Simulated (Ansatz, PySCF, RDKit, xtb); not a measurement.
**AgSnH2O: a search for the lowest isomer**

Only the formula AgSnH2O is given (odd number of electrons). Aim: find the structure of lowest free energy at 298.15 K, then its properties.

The funnel: GFN2-xTB relaxations, single points with a density functional, relaxations at B3LYP-D3(BJ)/def2-SVP, harmonic vibrations, and a last energy at a higher level. All values are calculated.

**1. Drawing up candidates**

All bonding patterns within simple valence rules are listed by program: one Lewis structure each, at most two rings and one unusual centre or charged pair. O–O, O–halogen and N–halogen bonds and N–N–N chains are not drawn. That gives 7 candidates.

| label | SMILES | spin |
| --- | --- | --- |
| c124 | [O][SnH2][Ag] | doublet |
| c448 | [AgH-][O+]=[SnH] | doublet |
| c516 | [OH][SnH][Ag] | doublet |
| c545 | [O][Ag-][SnH2+] | doublet |
| c596 | [Ag][O][SnH2] | doublet |
| c639 | [O][SnH+][AgH-] | doublet |
| c675 | [OH+]1[Ag-][SnH]1 | doublet |

Candidates are built by distance geometry, with a force field where one applies, in up to four conformers (letters a to d). 6 starts with atoms placed at random are added, to find patterns that the rules miss.

**Question.** With final energies at CCSD(T)/def2-SVP + MP2/def2-TZVPP - MP2/def2-SVP, which structure will this search put lowest in free energy, and by what margin?

| quantity | value |
| --- | --- |
| lowest structure found | [OH][SnH][Ag], doublet, C1 |
| next finalist | [OH][Sn][AgH] ‡, doublet, 5.5 kcal/mol higher in G |
| share at equilibrium, among the finalists | 100.0 % |
| harmonic wavenumbers, lowest and highest (B3LYP-D3(BJ)/def2-SVP) | 75 and 3817 cm⁻¹ |
| rotational constants, same geometry | 0.2937, 0.03483, 0.03147 cm⁻¹ |
| dipole moment (PBE0/def2-TZVPD) | 2.41 D |
| HOMO energy (highest over α and β) (PBE0/def2-TZVPD) | -5.39 eV |
| LUMO energy (lowest over α and β) (PBE0/def2-TZVPD) | -3.24 eV |
| lowest excitation (TD-B3LYP/def2-SVPD) | 2.04 eV (f = 0.027) |
| strongest of the states computed, same level | 2.74 eV (f = 0.221) |
| vertical ionisation energy (to the singlet cation) | 7.18 eV |
| vertical electron affinity | 1.67 eV |
| vertical quartet less doublet | +3.32 eV |

`[OH][SnH][Ag]` comes out lowest. The margin of 5.5 kcal/mol over the next finalist is beyond the usual error of the last level; it says nothing of structures that weren't ranked. r2SCAN-D4/def2-SVP, B3LYP-D3(BJ)/def2-SVP, HF/def2-SVP and MP2/def2-SVP already put its bonding pattern lowest among the structures in one piece; GFN2-xTB favours the doublet [AgH2][O][Sn] ‡ (c448a, not a finalist). Spin-orbit coupling, which matters for elements this heavy, is left out. One minimum inside the window was never screened. The stability test raises a flag; for an open shell a flag towards a general spinor solution can be the free rotation of the spin. Lowest found is not proven lowest: the search is finite, and each finalist counts with one conformer.

‡ marks the bonded skeleton alone, with all bonds drawn single: no Lewis structure was assigned that passes a check against the bond lengths.
